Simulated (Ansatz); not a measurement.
# BW3: the cost of one run

Program: Ansatz 0.2.0. Level of theory: DFT PBE, scalar-relativistic, plane waves, PAW. These are calculated values, not measurements.

1 further run of the same task is left out (set aside as unsound or not needed).

**1. The structure to begin with**

It takes space group Pm-3n (No. 223, cubic). The conventional cell has a = 4.809 Å, b = 4.809 Å, c = 4.809 Å, α = 90.00°, β = 90.00°, γ = 90.00°. B (site symmetry m-3) is surrounded by 12 W at 2.69 Å. W (site symmetry -4m2) has 2 W at 2.40 Å and 4 B at 2.69 Å as nearest neighbours.

Coordinates:

```xyz
8
Lattice="4.8088 0.0000 0.0000 0.0000 4.8088 0.0000 0.0000 0.0000 4.8088" Properties=species:S:1:pos:R:3 pbc="T T T"
B     0.0000    0.0000    0.0000
B     2.4044    2.4044    2.4044
W     1.2022    0.0000    2.4044
W     2.4044    3.6066    0.0000
W     3.6066    0.0000    2.4044
W     2.4044    1.2022    0.0000
W     0.0000    2.4044    3.6066
W     0.0000    2.4044    1.2022
```

The cell was relaxed beforehand at this level, from a database cell with other species swapped in; it needn't be the stable form of this composition. At a tolerance of 0.05 Å it has space group Pm-3n (No. 223); it has 13.90 Å³/atom, an uncorrected energy of +0.39 eV/atom over the elements.

**2. Static run: bands, density of states and charges**

Contents of input.yaml:

```yaml
crystal:
  lattice:
    - [4.8087979862, 0.0, 0.0]
    - [0.0, 4.8087979862, 0.0]
    - [0.0, 0.0, 4.8087979862]
  atoms:
    - { symbol: B, position: [0.0, 0.0, 0.0] }
    - { symbol: B, position: [0.5, 0.5, 0.5] }
    - { symbol: W, position: [0.25, 0.0, 0.5] }
    - { symbol: W, position: [0.5, 0.75, 0.0] }
    - { symbol: W, position: [0.75, 0.0, 0.5] }
    - { symbol: W, position: [0.5, 0.25, 0.0] }
    - { symbol: W, position: [0.0, 0.5, 0.75] }
    - { symbol: W, position: [0.0, 0.5, 0.25] }
basis:
  ecutwfc: 420
kpoints:
  mp_grid: { grid: [8, 8, 8] }
  band_path:
    path:
      - [[0.0, 0.0, 0.0], [0.0, 0.5, 0.0], [0.5, 0.5, 0.0], [0.0, 0.0, 0.0], [0.5, 0.5, 0.5], [0.0, 0.5, 0.0]]
      - [[0.5, 0.5, 0.5], [0.5, 0.5, 0.0]]
    npoints: 14
hamiltonian:
  xc: pbe
scf:
  occupations: { method: gaussian, width: 0.1 }
  n_extra_bands: 20
output:
  forces: true
  stress: true
  eigenvalues: true
  populations: true
  dos: { projected: true, de: 0.02, nscf_kmesh: { grid: [10, 10, 10] } }
  bader: true
  write_density: true
  write_potential: true
  elf: true
  volumetric_format: npy
```

Run with:

```
ansatz run input.yaml --threads 1 --pin off --max-ram 2560MiB --backend cpu --events-out ev --progress --plain --runs-dir out
```

What time and memory should one allow on 1 thread of Arm Neoverse V1, shared host?

About 2.3 min, with a peak of 0.59 GiB.
